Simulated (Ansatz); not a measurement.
**C2H6OSi: vertical ionisation energy**

An exercise on one series of results from a longer session: the logs are not shown, and one member is left open.

Method: unrestricted cation, the program's frozen cores in correlated methods; program: Ansatz 0.2.0, Gaussian basis.

The runs, in order: UKS PBE-D4/def2-TZVPP; UKS r2SCAN-D4/def2-TZVPP; UKS PBE0-D4/def2-TZVPP; UKS B3LYP-D4/def2-TZVPP; UKS wB97X-V/def2-TZVPP; UKS wB97M-V/def2-TZVPP; UKS B2PLYP/def2-TZVPP; UHF-CCSD(T)/def2-TZVPP; UHF-MP2/def2-QZVPP; extrapolation to the limit; then −ε(HOMO) from the neutral's earlier runs with LDA (SPW92), PBE-D4, revPBE-D4, BLYP-D4, r2SCAN-D4, B97M-V, PBE0-D4, B3LYP-D4, r2SCANh-D4, r2SCAN0-D4, HSE06-D4, BHLYP-D4, CAM-B3LYP-D4, LC-ωPBE, ωB97X-V, ωB97M-V.

## The relaxed structure

The geometry comes from an earlier relaxation with PBE0-D4 in a triple-zeta def2 set; it is a stationary point, not always the lowest conformer.

SMILES `CC[Si]O`, 10 atoms, charge 0, spin multiplicity 1.

Atoms are counted from 1 here; the program's logs count them from 0.

Bond lengths: C1–C2 1.522 Å, C1–H5 1.095 Å, C1–H6 1.093 Å, C1–H7 1.095 Å, C2–Si3 1.914 Å, C2–H8 1.100 Å, C2–H9 1.101 Å, Si3–O4 1.654 Å, O4–H10 0.963 Å. Angles: C2–C1–H5 111.6°, C2–C1–H6 112.4°, C2–C1–H7 111.6°, H5–C1–H6 106.6°, H5–C1–H7 107.6°, H6–C1–H7 106.6°, C1–C2–Si3 119.6°, C1–C2–H8 110.9°, C1–C2–H9 110.9°, Si3–C2–H8 105.3°, Si3–C2–H9 105.2°, H8–C2–H9 103.6°, C2–Si3–O4 102.3°, Si3–O4–H10 118.6°.

Set-up of the first run:

Input file in.yaml:

```yaml
crystal:
  periodic: [false, false, false]
  atoms:
    - {symbol: C, position_ang: [0.080032, 0.881368, -0.453338]}
    - {symbol: C, position_ang: [-0.715846, 0.060612, 0.550686]}
    - {symbol: Si, position_ang: [-0.178597, -1.735301, 0.939292]}
    - {symbol: O, position_ang: [1.139482, -1.927535, -0.041575]}
    - {symbol: H, position_ang: [0.087696, 0.412371, -1.442790]}
    - {symbol: H, position_ang: [-0.329362, 1.885898, -0.587385]}
    - {symbol: H, position_ang: [1.120920, 1.006731, -0.137653]}
    - {symbol: H, position_ang: [-0.760240, 0.568173, 1.525956]}
    - {symbol: H, position_ang: [-1.771465, -0.013506, 0.248445]}
    - {symbol: H, position_ang: [1.410378, -1.189913, -0.598735]}
basis:
  gaussian: {orbitals: def2-TZVPP}
total_charge: 1
magnetization: {spin_polarized: true, initial_magnetization: 1}
hamiltonian: {xc: pbe, dispersion: d4}
```

Launch:

```console
$ ansatz run in.yaml --threads 4 --pin off --events-out ev --progress --plain --max-ram 10444MiB
```

Among the steps run: Cation, UKS PBE-D4/def2-TZVPP; Cation, UKS r2SCAN-D4/def2-TZVPP; Cation, UKS PBE0-D4/def2-TZVPP; Cation, UKS B3LYP-D4/def2-TZVPP; Cation, UKS wB97X-V/def2-TZVPP; Cation, UKS wB97M-V/def2-TZVPP; Cation, UKS B2PLYP (frozen core)/def2-TZVPP; Cation, UHF-CCSD(T)/def2-TZVPP; Cation, UHF-MP2/def2-QZVPP.

One table of the session follows, with a row left open; its other results are not shown here.

It belongs to the step «Ionisation energies side by side». Orbital estimates, from the neutral's runs:

```
  functional  −ε(HOMO) (eV)
 LDA (SPW92)           5.22
      PBE-D4           5.13
   revPBE-D4           5.09
     BLYP-D4           5.02
   r2SCAN-D4           5.32
      B97M-V           5.40
     PBE0-D4           6.20
    B3LYP-D4           6.03
  r2SCANh-D4           5.72
  r2SCAN0-D4              ?
    HSE06-D4           5.80
    BHLYP-D4           7.18
CAM-B3LYP-D4           7.50
     LC-ωPBE           8.77
     ωB97X-V           8.46
     ωB97M-V           8.30
```

Q: Estimate the row for r2SCAN0-D4 from the others.

Worked estimate for «−ε(HOMO) (eV)». Against the share of exact exchange, r2SCAN-D4 (0, 5.32), r2SCANh-D4 (0.1, 5.72) give a slope of 4.00 per unit share; at 0.25 the line stands at 6.32.

The run gave: −ε(HOMO) (eV): 6.31. In «−ε(HOMO) (eV)» the line misses by +0.01.
